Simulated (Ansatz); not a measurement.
**CH₇GeSi radical: a ladder of functionals and wavefunction methods**

The task here is to estimate one member of a computed series from the others.

Computed with Ansatz 0.2.0, Gaussian basis. Level: functionals in def2-TZVPP, the program's frozen cores in correlated methods.

The runs, in order: LDA (SPW92), PBE-D4, revPBE-D4, BLYP-D4, r2SCAN-D4, B97M-V, PBE0-D4, B3LYP-D4, r2SCANh-D4, r2SCAN0-D4, HSE06-D4, BHLYP-D4, CAM-B3LYP-D4, LC-ωPBE, ωB97X-V, ωB97M-V, B2PLYP, PBE-QIDH; CCSD(T)/def2-SVP; CCSD(T)/def2-TZVPP; MP2/def2-QZVPP; extrapolation to the limit; RPA on PBE.

## The relaxed structure

The geometry comes from an earlier relaxation with PBE0-D4 in a triple-zeta def2 set; it is a stationary point, not always the lowest conformer.

10 atoms, charge 0, spin multiplicity 2.

Atoms are counted from 1 here; the program's logs count them from 0.

Bond lengths: C1–Ge2 1.964 Å, C1–H4 1.090 Å, C1–H5 1.093 Å, C1–H6 1.090 Å, Ge2–Si3 2.374 Å, Ge2–H7 1.548 Å, Si3–H8 1.487 Å, Si3–H9 1.488 Å, Si3–H10 1.492 Å. Angles: Ge2–C1–H4 110.1°, Ge2–C1–H5 109.8°, Ge2–C1–H6 110.3°, H4–C1–H5 108.7°, H4–C1–H6 109.0°, H5–C1–H6 108.8°, C1–Ge2–Si3 114.6°, C1–Ge2–H7 109.9°, Si3–Ge2–H7 112.7°, Ge2–Si3–H8 109.4°, Ge2–Si3–H9 108.9°, Ge2–Si3–H10 113.1°, H8–Si3–H9 108.9°, H8–Si3–H10 108.5°, H9–Si3–H10 108.0°.

Set-up of the first run:

Input file in.yaml:

```yaml
crystal:
  periodic: [false, false, false]
  atoms:
    - {symbol: C, position_ang: [-1.028158, 1.294740, -0.763849]}
    - {symbol: Ge, position_ang: [-0.242377, -0.504237, -0.827312]}
    - {symbol: Si, position_ang: [0.885812, -1.160683, 1.156079]}
    - {symbol: H, position_ang: [-1.599619, 1.486414, -1.672457]}
    - {symbol: H, position_ang: [-0.235698, 2.042757, -0.684078]}
    - {symbol: H, position_ang: [-1.688748, 1.388313, 0.098195]}
    - {symbol: H, position_ang: [0.639336, -0.650745, -2.090889]}
    - {symbol: H, position_ang: [1.389182, -2.550781, 1.000381]}
    - {symbol: H, position_ang: [-0.074283, -1.121059, 2.291745]}
    - {symbol: H, position_ang: [2.037653, -0.275917, 1.495280]}
basis:
  gaussian: {orbitals: def2-TZVPP}
magnetization: {spin_polarized: true, initial_magnetization: 1}
hamiltonian: {xc: lda}
output: {orbitals: {seedname: orbitals}}
```

Among the steps run: LDA; PBE-D4 (GGA); revPBE-D4 (GGA); BLYP-D4 (GGA); r2SCAN-D4 (meta-GGA); B97M-V (meta-GGA); PBE0-D4 (hybrid); B3LYP-D4 (hybrid); r2SCANh-D4 (hybrid); r2SCAN0-D4 (hybrid); HSE06-D4 (hybrid); BHLYP-D4 (hybrid); CAM-B3LYP-D4 (range-separated); LC-ωPBE-D4 (range-separated; the results give it without D4); ωB97X-V (range-separated); ωB97M-V (range-separated); B2PLYP (double hybrid); PBE-QIDH (double hybrid).

One table of the session follows, with a row left open; its other results are not shown here.

It belongs to the step «Orbital energies across the functionals». 

| functional | HOMO (eV) | LUMO (eV) | gap (eV) |
| --- | --- | --- | --- |
| LDA (SPW92) | -4.71 | -3.78 | 0.93 |
| PBE-D4 | -4.70 | -3.42 | 1.29 |
| revPBE-D4 | -4.68 | -3.27 | 1.41 |
| BLYP-D4 | -4.48 | -3.43 | 1.05 |
| r2SCAN-D4 | -5.06 | -3.05 | 2.01 |
| B97M-V | -4.89 | -3.58 | 1.31 |
| PBE0-D4 | -5.74 | -2.49 | 3.24 |
| B3LYP-D4 | -5.46 | -2.87 | 2.58 |
| r2SCANh-D4 | -5.43 | -2.73 | 2.70 |
| r2SCAN0-D4 | -6.00 | -2.26 | 3.73 |
| HSE06-D4 | -5.35 | -2.87 | 2.48 |
| BHLYP-D4 | -6.55 | -1.67 | 4.89 |
| CAM-B3LYP-D4 | -6.88 | -1.57 | 5.31 |
| LC-ωPBE | -8.27 | -0.18 | 8.10 |
| ωB97X-V | -7.78 | -0.64 | 7.14 |
| ωB97M-V | ? | ? | ? |

**Question.** Estimate the row for ωB97M-V.

**Answer.** HOMO (eV): -7.64; LUMO (eV): -0.75; gap (eV): 6.89. In the column «HOMO (eV)» it lies between ωB97X-V (-7.78) and CAM-B3LYP-D4 (-6.88).
